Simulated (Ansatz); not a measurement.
# ClGaH2O2: the cost of one run

All numbers below are computed with Ansatz 0.2.0 (RKS PBE-D4/def2-SVP).

## 1. The system as given

Bond lengths: Ga1–O2 1.790 Å, O2–H3 1.010 Å, Ga1–Cl4 2.240 Å, Ga1–O5 1.790 Å, O5–H6 1.010 Å. Angles: Ga1–O2–H3 109.5°, O2–Ga1–Cl4 120.0°, O2–Ga1–O5 120.0°, Cl4–Ga1–O5 120.0°, Ga1–O5–H6 109.5°.

Structure file:

```xyz
6

Ga    0.0000    0.0000    0.0000
O     0.0000    0.0000    1.7900
H    -0.9095   -0.2814    2.1271
Cl    1.9398    0.0000   -1.1200
O    -1.5501    0.0000   -0.8950
H    -2.0598   -0.8467   -0.6865
```

## 2. Preparing the start

input.yaml reads:

```yaml
crystal:
  periodic: [false, false, false]
  atoms:
    - { symbol: Ga, position_ang: [0.0, 0.0, 0.0] }
    - { symbol: O, position_ang: [0.0, 0.0, 1.79] }
    - { symbol: H, position_ang: [-0.9095, -0.2814, 2.1271] }
    - { symbol: Cl, position_ang: [1.9398, 0.0, -1.12] }
    - { symbol: O, position_ang: [-1.5501, 0.0, -0.895] }
    - { symbol: H, position_ang: [-2.0598, -0.8467, -0.6865] }
basis:
  gaussian: { orbitals: def2-SVP }
hamiltonian:
  xc: pbe
  dispersion: d4
relax:
  f_tol: 0.02
  max_steps: 40
```

Launch:

```console
ansatz run input.yaml --threads 1 --pin off --max-ram 2048MiB --backend cpu --events-out ev --progress --plain --runs-dir out
```

**Question.** How long does this run take on 1 thread of Intel Xeon 6975P-C (Granite Rapids), shared host, and how much memory does it need?

About 11 s, with a peak of 0.14 GiB.
